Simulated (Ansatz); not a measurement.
BFH4Si, SMILES FB[SiH3]: the interaction energy of a dimer with the counterpoise correction, run with the Ansatz DFT code, driven from Python.

`dimer_bfh4si.py`
```python
"""Binding of a BFH4Si dimer at a trial geometry."""

import logging
import sys

import ansatz as az

logging.basicConfig(stream=sys.stdout, format="[%(levelname)s] %(message)s")
logger = logging.getLogger("calc")
logger.setLevel(logging.INFO)

BASIS = "def2-SVP"
XC = "hf"

FIRST = [
    ("F", (-1.0283, -1.5282, 1.2716)),
    ("B", (-0.221, -1.1004, 0.1643)),
    ("Si", (0.1269, 0.7791, -0.1705)),
    ("H", (0.3301, -1.9126, -0.5376)),
    ("H", (1.054, 0.8976, -1.3361)),
    ("H", (0.8102, 1.3716, 1.0271)),
    ("H", (-1.0716, 1.4927, -0.419)),
]
SECOND = [
    ("F", (-0.8956, -3.9082, 2.4238)),
    ("B", (-2.1652, -4.1585, 3.0454)),
    ("Si", (-3.5321, -5.2202, 2.168)),
    ("H", (-2.3777, -3.7793, 4.1711)),
    ("H", (-4.6974, -5.3646, 3.0919)),
    ("H", (-2.9863, -6.5908, 1.893)),
    ("H", (-3.9416, -4.6319, 0.9459)),
]

def energy(atoms, ghosts=()):
    molecule = az.Crystal.molecule()
    for symbol, xyz in atoms:
        molecule = molecule.atom(symbol, xyz)
    calc = (
        molecule.calculation()
        .basis(gaussian=BASIS)
        .functional(XC)
        .accuracy("medium")
        .scf(lower_state_search="off")
    )
    deck = calc.input()
    if ghosts:
        deck = deck.set(az.key.basis.gaussian.ghost_atoms, [{"symbol": s, "position_ang": list(xyz)} for s, xyz in ghosts])
    return az.Session.from_dict(deck).plan().execute().report["free_energy_ev"]


def main() -> None:
    # monomers in their own basis and in the basis of the dimer
    both = energy(FIRST + SECOND)
    alone = energy(FIRST) + energy(SECOND)
    ghosted = energy(FIRST, SECOND) + energy(SECOND, FIRST)
    logger.info(f"dimer {both:.6f} eV")
    logger.info(f"interaction, uncorrected   {23.060548 * (both - alone):8.3f} kcal/mol")
    logger.info(f"interaction, counterpoise  {23.060548 * (both - ghosted):8.3f} kcal/mol")
    logger.info(f"basis-set superposition    {23.060548 * (alone - ghosted):8.3f} kcal/mol")


if __name__ == "__main__":
    main()
```

How large is the interaction at this pose, and how much of it is basis-set superposition?

Uncorrected it is 0.401 kcal/mol, with the counterpoise correction 1.573 kcal/mol; the difference, 1.17 kcal/mol, is the superposition error. In this basis both values are repulsive.

The output:

```console
$ python dimer_bfh4si.py
[INFO] dimer -22596.369919 eV
[INFO] interaction, uncorrected      0.401 kcal/mol
[INFO] interaction, counterpoise     1.573 kcal/mol
[INFO] basis-set superposition       1.172 kcal/mol
```

What to keep in mind:
- The settings weren't tested for convergence.
- The dimer is a generated trial pose of unrelaxed monomers, not a minimum, so the figure is no binding energy, and the basis set is small.
- Hartree-Fock leaves correlation out, so bond, atomisation and ionisation energies come out well too low.
- This level lacks the dispersion part of the attraction (electrostatics and induction are there), which can decide the sign where the interaction is weak.
- Run time: 2.9 s on 1 thread of Intel(R) Xeon(R) Gold 6455B (Sapphire Rapids), with other jobs on the host, peak memory 0.31 GiB.

(Lines on the test bed's own set-up are left out of the output.)
